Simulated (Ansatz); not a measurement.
# Ta5Ru: the cost of one run

Method: DFT PBE, scalar-relativistic, plane waves, PAW, in Ansatz 0.2.0.

1 further run of the same task is left out (set aside as unsound or not needed). Runs told in other sessions of the task aren't counted.

### 1 The starting structure

It takes space group P4/mmm (No. 123, tetragonal). The conventional cell has a = 3.240 Å, b = 3.240 Å, c = 9.972 Å, α = 90.00°, β = 90.00°, γ = 90.00°. Around Ta (site symmetry 4mm) lie 13 Ta at 2.85 to 3.39 Å and 1 Ru at 3.29 Å. Ta (site symmetry 4mm) is surrounded by 4 Ru at 2.78 Å and 9 Ta at 2.86 to 3.24 Å. Ta (site symmetry 4/mmm) has 12 Ta at 2.85 to 3.24 Å in its first shell of neighbours. Ru (site symmetry 4/mmm) has 8 Ta at 2.78 Å in its first shell of neighbours.

Coordinates:

```cif
data_structure
_symmetry_space_group_name_H-M 'P 1'
_symmetry_Int_Tables_number 1
_cell_length_a 3.2397
_cell_length_b 3.2397
_cell_length_c 9.9719
_cell_angle_alpha 90.000
_cell_angle_beta 90.000
_cell_angle_gamma 90.000
_cell_volume 104.66
loop_
_atom_site_label
_atom_site_type_symbol
_atom_site_fract_x
_atom_site_fract_y
_atom_site_fract_z
_atom_site_occupancy
Ta1 Ta 0.00000 0.00000 0.16987 1
Ta2 Ta 0.50000 0.50000 0.34131 1
Ta3 Ta 0.50000 0.50000 0.65869 1
Ta4 Ta 0.00000 0.00000 0.83013 1
Ta5 Ta 0.50000 0.50000 0.00000 1
Ru1 Ru 0.00000 0.00000 0.50000 1
```

The cell was relaxed beforehand at this level, from a generated guess; it is a trial structure. At a tolerance of 0.05 Å it has space group P4/mmm (No. 123); it has 17.44 Å³/atom, an uncorrected energy of -0.19 eV/atom over the elements.

### 2 Bands, states and charges

File input.yaml:

```yaml
crystal:
  lattice:
    - [3.2396557, 0.0, 0.0]
    - [0.0, 3.2396557, 0.0]
    - [0.0, 0.0, 9.9719352]
  atoms:
    - { symbol: Ta, position: [0.0, 0.0, 0.169873] }
    - { symbol: Ta, position: [0.5, 0.5, 0.34131] }
    - { symbol: Ta, position: [0.5, 0.5, 0.65869] }
    - { symbol: Ta, position: [0.0, 0.0, 0.830127] }
    - { symbol: Ta, position: [0.5, 0.5, 0.0] }
    - { symbol: Ru, position: [0.0, 0.0, 0.5] }
basis:
  ecutwfc: 420
kpoints:
  mp_grid: { grid: [12, 12, 4] }
  band_path:
    path:
      - [[0.0, 0.0, 0.0], [0.0, 0.5, 0.0], [0.5, 0.5, 0.0], [0.0, 0.0, 0.0], [0.0, 0.0, 0.5], [0.0, 0.5, 0.5], [0.5, 0.5, 0.5], [0.0, 0.0, 0.5]]
      - [[0.0, 0.5, 0.0], [0.0, 0.5, 0.5]]
      - [[0.5, 0.5, 0.0], [0.5, 0.5, 0.5]]
    npoints: 14
hamiltonian:
  xc: pbe
scf:
  occupations: { method: gaussian, width: 0.1 }
  n_extra_bands: 15
output:
  forces: true
  stress: true
  eigenvalues: true
  populations: true
  dos: { projected: true, de: 0.02, nscf_kmesh: { grid: [15, 15, 5] } }
  bader: true
```

The run is started by

```sh
$ ansatz run input.yaml --threads 4 --pin off --max-ram 8192MiB --backend cpu --events-out ev --progress --plain --runs-dir out
```

Q: Estimate wall time and peak memory on 4 threads of Intel Xeon Platinum 8259CL at 2.50GHz (Skylake/Cascade Lake), shared host.

About 44 s, with a peak of 0.87 GiB.
